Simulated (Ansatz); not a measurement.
The system is MnHg.

```
Hg Mn
1.0
     3.31500    0.00000    0.00000
     0.00000    3.31500    0.00000
     0.00000    0.00000    3.31500
Hg Mn
1 1
Direct
  0.00000 0.00000 0.00000
  0.50000 0.50000 0.50000
```

Alike in all runs: program Ansatz 0.2.0; functional PBE; potentials or basis Ansatz PAW; cutoff 420 eV (not typed: the program's choice for these potentials); k mesh 8 × 8 × 8; occupations fermi-dirac, width 0.05 eV.

The same cell was started in several ways:

```csv
start,free energy over the lowest (meV/atom),net moment (μB),site or absolute moments (μB),gap
no spin polarisation,716.5,-,-,none (metal or under the smearing width)
"collinear spin, ferromagnetic start of up to 4 μB",0.0,3.91,Hg -0.03; Mn +3.88,none (metal or under the smearing width)
"collinear spin, random start of up to 0.28 μB",0.0,3.91,Hg -0.03; Mn +3.88,none (metal or under the smearing width)
```

Allowing spin polarisation gains 716 meV/atom. A still lower state may exist.
